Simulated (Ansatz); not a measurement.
## YRe2 in Ansatz: convergence with smearing width

Input of the first run (smearing width 0.3 eV); the others differ in this setting and in those tied to it:

File input.yaml:

```yaml
crystal:
  lattice:
    - [3.83840624, 0.0, 0.0]
    - [-1.91920312, 3.32415731, 0.0]
    - [0.0, 0.0, 5.05527929]
  atoms:
    - { symbol: "Y", position: [0.0, 0.0, 0.0] }
    - { symbol: Re, position: [0.33333333, 0.66666667, 0.43200001] }
    - { symbol: Re, position: [0.66666667, 0.33333333, 0.56799999] }
hamiltonian:
  xc: pbesol
  pseudopotentials: { kind: nc, accuracy: standard }
kpoints:
  mp_grid: { grid: [7, 7, 5] }
scf:
  occupations: { method: fermi_dirac, width: 0.3 }
output:
  forces: true
  stress: true
  eigenvalues: true
```

Potentials or basis: PseudoDojo standard (PBEsol files).

Launch:

```sh
$ ansatz run input.yaml --threads 2 --pin off --max-ram 5632MiB --backend cpu --events-out ev --progress --plain --runs-dir out
```

The cell was built by a generator and needn't be a form met in nature.

Hardware: 2 threads of AMD EPYC 9R45 96-Core Processor (Zen 5) (shared host).

| smearing width | energy less the tightest run, at zero smearing (meV/atom) | pressure (GPa) | largest force (eV/Å) | SCF cycles | CPU time (s) | peak memory (GiB) |
| --- | --- | --- | --- | --- | --- | --- |
| 0.3 eV | -16.54 | 9.78 | 0.669 | 8 | 3.5 | 0.48 |
| 0.2 eV | -7.47 | 9.28 | 0.606 | 8 | 3.5 | 0.48 |
| 0.15 eV | -3.84 | 9.08 | 0.591 | 8 | 3.7 | 0.48 |
| 0.1 eV | -1.10 | 8.90 | 0.583 | 8 | 3.4 | 0.48 |
| 0.05 eV | -0.13 | 8.73 | 0.545 | 8 | 3.3 | 0.48 |
| 0.025 eV | -0.13 | 8.65 | 0.478 | 8 | 3.4 | 0.48 |
| 0.01 eV | -0.03 | 8.62 | 0.458 | 8 | 3.3 | 0.47 |
| 0.005 eV | 0.00 | 8.61 | 0.456 | 7 | 3.2 | 0.48 |

Against the tightest run, the energy stays within 1 meV/atom from 0.05 eV on; the pressure stays within 0.1 GPa from 0.025 eV on; the largest force stays within 0.005 eV/Å from 0.01 eV on. Narrower smearing needs a denser k mesh, so at a fixed mesh the narrowest width isn't the most accurate. The tightest run that finished is the yardstick and may itself not be fully converged.

Spin-orbit coupling is left out, which matters for the levels of Re.
